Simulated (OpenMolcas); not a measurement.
# C2H5FOSi (SMILES FC1CO[SiH2]1): levels of theory compared

Aim: a comparison of 6 runs (HF/def2-SVP, B3LYP/6-31G*, B3LYP/def2-SVP, BHLYP/def2-SVP, PBE/def2-SVP, PBE0/def2-SVP) of C2H5FOSi. 

The results are computed with OpenMolcas 26.06.

1 further run of the same task is left out (set aside as unsound or not needed).

## Step 1: The system as given

C2H5FOSi has 10 atoms, charge 0, and is taken as a singlet. As SMILES, `FC1CO[SiH2]1`. The shape is that of a PBE0-D4/def2-TZVP optimisation.

Bond lengths: F1–C2 1.381 Å, C2–C3 1.541 Å, C3–O4 1.445 Å, C2–Si5 1.901 Å, O4–Si5 1.669 Å, C2–H6 1.092 Å, C3–H7 1.094 Å, C3–H8 1.093 Å, Si5–H9 1.486 Å, Si5–H10 1.485 Å. Some angles: F1–C2–C3 113.3°, F1–C2–Si5 118.4°, C3–C2–Si5 82.8°, C2–C3–O4 101.7°, C3–O4–Si5 94.5°, C2–Si5–O4 80.7°, F1–C2–H6 108.1°, C3–C2–H6 113.6°, Si5–C2–H6 118.8°, C2–C3–H7 110.5°.

## Step 2: Energy and gradient at HF/def2-SVP (run 1)

File struct.xyz:

```xyz
10

F     -1.820400    -0.327800    -0.810900
C     -0.876100    -0.083100     0.166900
C      0.290700    -1.089800     0.153300
O      1.429900    -0.216400    -0.011900
Si     0.510300     1.162100    -0.206800
H     -1.390500    -0.023800     1.127800
H      0.197300    -1.773400    -0.695500
H      0.400800    -1.665100     1.076000
H      0.820800     2.228700     0.780400
H      0.520200     1.737300    -1.576300
```

File mol.inp:

```
&GATEWAY
 BasLib = $CurrDir
 Coord = struct.xyz
 Basis = def2-SVP
 Group = NoSym

&SEWARD

&SCF
 Thresholds = 1e-10 1e-07 1e-07 1e-05
 PrOrbitals = 1 2

&ALASKA
```

The basis set def2-SVP is read from a file made from the Basis Set Exchange's data (not shown).

Launch:

```bash
$ export MOLCAS_MEM=1860
$ pymolcas mol.inp > mol.log
```

What it wrote:

```text
--- Start Module: gateway ---
[...]
--- Stop Module: gateway /rc=_RC_ALL_IS_WELL_ ---
[...]
      Basis functions           99
[...]
--- Start Module: scf ---
[...]
       Convergence after  13 Iterations
[...]
::    Total SCF energy                               -541.5747878677
[...]
      Total spin, S                                     0.0000000000
[...]
      Total electronic charge=   48.000000
      Total            charge=   -0.000000
[...]
      Dipole Moment (debye):
      Origin of the operator (angstrom)=   -0.0425    0.1006   -0.1828
                   X= -3.8664E-01               Y=  5.6541E-01               Z=  1.3157E+00           Total=  1.4834E+00
      Quadrupole Moment (debye*angstrom):
[...]
--- Stop Module: scf /rc=_RC_ALL_IS_WELL_ ---
[...]
--- Start Module: alaska ---
[...]
 *              Molecular gradients               *
 **************************************************
  Irreducible representation: a
 ------------------------------------------------------------------------------------------
                              X                       Y                       Z
 ------------------------------------------------------------------------------------------
  F1               -1.00424640478778E-02   -2.25975802847422E-03   -9.23788128436520E-03
  C2                5.97538278082066E-03    9.37864728112636E-04    5.28442267393281E-03
  C3               -8.34194330717031E-03    3.41496754884929E-03    7.45937598761515E-04
  O4                1.51813171056538E-02    6.64898485143439E-03   -1.35917085622483E-03
  SI5              -4.20721756262354E-03   -1.16067176658596E-02    4.00817228223538E-03
  H6               -5.87965711434268E-04    6.41618465682503E-04    2.29677535998452E-03
  H7               -6.39939533645884E-04   -1.46104649614953E-03   -2.43305854735976E-03
  H8                2.49454994233511E-04   -9.99578848366323E-04    2.36072114305763E-03
[...]
--- Stop Module: alaska /rc=_RC_ALL_IS_WELL_ ---
[...]
```

It took 15 s on 1 thread of Intel Xeon Platinum 8259CL at 2.50GHz (Skylake/Cascade Lake), shared host; peak memory 0.55 GiB.

## Step 3: Energy and gradient at B3LYP/6-31G(d) (Cartesian functions) (run 2)

File mol.inp:

```
&gateway
  baslib = $CurrDir
  basisset
  F.6-31Gs....
  F1 -1.820400 -0.327800 -0.810900 angstrom
  End of Basis
  basisset
  C.6-31Gs....
  C2 -0.876100 -0.083100 0.166900 angstrom
  C3 0.290700 -1.089800 0.153300 angstrom
  End of Basis
  basisset
  O.6-31Gs....
  O4 1.429900 -0.216400 -0.011900 angstrom
  End of Basis
  basisset
  Si.6-31Gs....
  Si5 0.510300 1.162100 -0.206800 angstrom
  End of Basis
  basisset
  H.6-31Gs....
  H6 -1.390500 -0.023800 1.127800 angstrom
  H7 0.197300 -1.773400 -0.695500 angstrom
  H8 0.400800 -1.665100 1.076000 angstrom
  H9 0.820800 2.228700 0.780400 angstrom
  H10 0.520200 1.737300 -1.576300 angstrom
  End of Basis

&seward
  gridinput
  Grid=UltraFine
  End of Grid

&scf
  ksdft = B3LYP
  thresholds = 1e-10 1e-07 1e-07 1e-05
  prorbitals = 1

&alaska
```

The basis set 6-31G* is read from a file made from the Basis Set Exchange's data (not shown).

Launch:

```bash
$ export MOLCAS_MEM=1860
$ pymolcas mol.inp > mol.log
```

What it wrote:

```text
--- Start Module: gateway ---
[...]
--- Stop Module: gateway /rc=_RC_ALL_IS_WELL_ ---
[...]
      Basis functions           89
[...]
--- Start Module: scf ---
[...]
       Convergence after  15 Iterations
[...]
::    Total KS-DFT energy                            -543.7599911564
[...]
      Total spin, S                                     0.0000000000
[...]
      Total electronic charge=   48.000000
      Total            charge=   -0.000000
[...]
      Dipole Moment (debye):
      Origin of the operator (angstrom)=   -0.0425    0.1006   -0.1828
                   X= -5.3527E-01               Y=  3.7078E-01               Z=  1.0441E+00           Total=  1.2305E+00
      Quadrupole Moment (debye*angstrom):
[...]
--- Stop Module: scf /rc=_RC_ALL_IS_WELL_ ---
[...]
--- Start Module: alaska ---
[...]
 *              Molecular gradients               *
 **************************************************
  Irreducible representation: a
 ------------------------------------------------------------------------------------------
                              X                       Y                       Z
 ------------------------------------------------------------------------------------------
  F1                5.49145193475020E-03    1.03627315890709E-03    5.89697497836994E-03
  C2                1.54227395247997E-03   -2.86860084810769E-03   -3.49635328427400E-03
  C3                9.69119520839445E-04    7.50568318945355E-03   -1.45304735956664E-03
  O4               -1.12153235112871E-02    4.82835991894426E-03   -4.84864940895058E-04
  SI5               1.98507225767575E-03   -1.16370795469578E-02    2.30348616053710E-03
  H6                8.35728572803340E-04    2.46204152312746E-04   -2.38055418768468E-03
  H7                4.35921729737290E-04    1.39798238317823E-03    1.04183325189000E-03
  H8               -5.64076094739796E-04    1.66263298529978E-03   -1.62023406234724E-03
[...]
--- Stop Module: alaska /rc=_RC_ALL_IS_WELL_ ---
[...]
```

Run time: 59 s. Hardware: 1 thread of Intel Xeon Platinum 8259CL at 2.50GHz (Skylake/Cascade Lake), shared host; peak memory 0.49 GiB.

## Step 4: Energy and gradient at B3LYP/def2-SVP (run 3)

File mol.inp:

```
* C2H5FOSi Kohn-Sham DFT

&GATEWAY
  BasLib = $CurrDir
  Coord
  10
  angstrom
  F       -1.820400      -0.327800      -0.810900
  C       -0.876100      -0.083100       0.166900
  C        0.290700      -1.089800       0.153300
  O        1.429900      -0.216400      -0.011900
  Si       0.510300       1.162100      -0.206800
  H       -1.390500      -0.023800       1.127800
  H        0.197300      -1.773400      -0.695500
  H        0.400800      -1.665100       1.076000
  H        0.820800       2.228700       0.780400
  H        0.520200       1.737300      -1.576300
  Basis = def2-SVP
  Group = NoSym

&SEWARD
  GridInput
  Grid=UltraFine
  End of Grid

&SCF
  KSDFT = B3LYP
  Thresholds = 1e-10 1e-07 1e-07 1e-05
  PrOrbitals = 1

&ALASKA
```

The basis set def2-SVP is read from a file made from the Basis Set Exchange's data (not shown).

Launch:

```bash
$ export MOLCAS_MEM=1860
$ pymolcas mol.inp > mol.log
```

What it wrote:

```text
--- Start Module: gateway ---
[...]
--- Stop Module: gateway /rc=_RC_ALL_IS_WELL_ ---
[...]
      Basis functions           99
[...]
--- Start Module: scf ---
[...]
       Convergence after  15 Iterations
[...]
::    Total KS-DFT energy                            -543.4962106186
[...]
      Total spin, S                                     0.0000000000
[...]
      Total electronic charge=   48.000000
      Total            charge=   -0.000000
[...]
      Dipole Moment (debye):
      Origin of the operator (angstrom)=   -0.0425    0.1006   -0.1828
                   X= -3.9048E-01               Y=  3.5793E-01               Z=  1.0804E+00           Total=  1.2032E+00
      Quadrupole Moment (debye*angstrom):
[...]
--- Stop Module: scf /rc=_RC_ALL_IS_WELL_ ---
[...]
--- Start Module: alaska ---
[...]
 *              Molecular gradients               *
 **************************************************
  Irreducible representation: a
 ------------------------------------------------------------------------------------------
                              X                       Y                       Z
 ------------------------------------------------------------------------------------------
  F1                1.66823410294725E-03   -3.32753180571022E-04    2.19680496110009E-03
  C2                2.65826645536915E-03    1.39777700834026E-03    5.22119418648970E-03
  C3               -3.26981916854308E-03   -5.98551206008935E-04   -1.60445886263449E-03
  O4               -8.90261248183677E-03    1.01789524331259E-02   -1.29876916882554E-03
  SI5               3.39670142919513E-03   -1.71469692322184E-02    2.82010994694692E-03
  H6                2.65926831883245E-03   -5.81129914032807E-04   -6.87568929980564E-03
  H7                1.70334435796819E-03    4.66685294191604E-03    4.52064727079815E-03
  H8               -3.81451574090474E-04    4.57496028683080E-03   -5.27736383740685E-03
[...]
--- Stop Module: alaska /rc=_RC_ALL_IS_WELL_ ---
[...]
```

Run time: 64 s. Hardware: 1 thread of Intel Xeon Platinum 8259CL at 2.50GHz (Skylake/Cascade Lake), shared host; peak memory 0.55 GiB.

Runs 4 to 5 aren't shown in full; the table further down has their settings and results.

## Step 5: Energy and forces at PBE0/def2-SVP (run 6)

File mol.input:

```
* C2H5FOSi Kohn-Sham DFT

&GATEWAY
  BasLib=$CurrDir
  Coord
  10
  angstrom
  F       -1.820400      -0.327800      -0.810900
  C       -0.876100      -0.083100       0.166900
  C        0.290700      -1.089800       0.153300
  O        1.429900      -0.216400      -0.011900
  Si       0.510300       1.162100      -0.206800
  H       -1.390500      -0.023800       1.127800
  H        0.197300      -1.773400      -0.695500
  H        0.400800      -1.665100       1.076000
  H        0.820800       2.228700       0.780400
  H        0.520200       1.737300      -1.576300
  Basis=def2-SVP
  Group=NoSym

&SEWARD
  GridInput
  Grid=UltraFine
  End of Grid

&SCF
  KSDFT=PBE0
  Thresholds=1e-10 1e-07 1e-07 1e-05
  PrOrbitals=1 2

&ALASKA
```

The basis set def2-SVP is read from a file made from the Basis Set Exchange's data (not shown).

Launch:

```bash
$ export MOLCAS_MEM=1860
$ pymolcas mol.input > mol.log
```

What it wrote:

```text
--- Start Module: gateway ---
[...]
--- Stop Module: gateway /rc=_RC_ALL_IS_WELL_ ---
[...]
      Basis functions           99
[...]
--- Start Module: scf ---
[...]
       Convergence after  14 Iterations
[...]
::    Total KS-DFT energy                            -543.0871505996
[...]
      Total spin, S                                     0.0000000000
[...]
      Total electronic charge=   48.000000
      Total            charge=   -0.000000
[...]
      Dipole Moment (debye):
      Origin of the operator (angstrom)=   -0.0425    0.1006   -0.1828
                   X= -3.9321E-01               Y=  3.5285E-01               Z=  1.1040E+00           Total=  1.2239E+00
      Quadrupole Moment (debye*angstrom):
[...]
--- Stop Module: scf /rc=_RC_ALL_IS_WELL_ ---
[...]
--- Start Module: alaska ---
[...]
 *              Molecular gradients               *
 **************************************************
  Irreducible representation: a
 ------------------------------------------------------------------------------------------
                              X                       Y                       Z
 ------------------------------------------------------------------------------------------
  F1               -3.52013408896212E-03   -1.58272019633721E-03   -2.96085920425071E-03
  C2                3.53356038976571E-03    4.13019648141696E-03    1.02345819744079E-02
  C3               -4.95138295222697E-03   -8.77970301227382E-03   -4.42394424410075E-04
  O4               -3.60620208278917E-03    1.26980852785206E-02   -1.92552210553520E-03
  SI5               4.46445559417596E-03   -1.14978840769773E-02    1.81827500772758E-03
  H6                2.46014751887369E-03   -6.83455965525104E-04   -6.56088074370587E-03
  H7                1.63517491817775E-03    4.19182346679525E-03    4.37467943364789E-03
  H8               -4.02133550262529E-04    4.12959333966612E-03   -4.95553157910855E-03
[...]
--- Stop Module: alaska /rc=_RC_ALL_IS_WELL_ ---
[...]
```

Run time: 60 s. Hardware: 1 thread of Intel Xeon Platinum 8259CL at 2.50GHz (Skylake/Cascade Lake), shared host; peak memory 0.55 GiB.

## Step 6: The series

| run | level | Cartesian functions | integration grid | energy (Eh) | dipole moment (D) | HOMO energy (eV) | LUMO energy (eV) | wall time |
| --- | --- | --- | --- | --- | --- | --- | --- | --- |
| 1 | HF/def2-SVP | no | – | -541.574788 | 1.48 | -11.64 | 3.38 | 15 s |
| 2 | B3LYP/6-31G* (Cartesian functions) | yes | UltraFine | -543.759991 | 1.23 | -7.59 | -0.32 | 59 s |
| 3 | B3LYP/def2-SVP | no | UltraFine | -543.496211 | 1.20 | -7.74 | -0.26 | 64 s |
| 4 | BHLYP/def2-SVP | no | UltraFine | -543.352052 | 1.33 | -9.45 | 0.91 | 60 s |
| 5 | PBE/def2-SVP | no | UltraFine | -543.045896 | 1.11 | -6.44 | -0.97 | 63 s |
| 6 | PBE0/def2-SVP | no | UltraFine | -543.087151 | 1.22 | -8.01 | -0.07 | 60 s |

## Step 7: Summary of results

```
                       quantity          value
            run 6: total energy  -543.08715 Eh
           run 6: dipole moment         1.22 D
             run 6: HOMO energy       -8.01 eV
             run 6: LUMO energy       -0.07 eV
           run 6: HOMO–LUMO gap        7.94 eV
run 6: largest force on an atom     0.686 eV/Å
```

What this shows: The dipole moment (its size) runs from 1.11 D (PBE/def2-SVP) to 1.48 D (HF/def2-SVP). The HOMO–LUMO gap runs from 5.47 eV (PBE/def2-SVP) to 15.02 eV (HF/def2-SVP). Exact exchange widens orbital gaps. Totals of different functionals can't be ranked against each other. All runs together took 5.3 min, the longest 64 s.
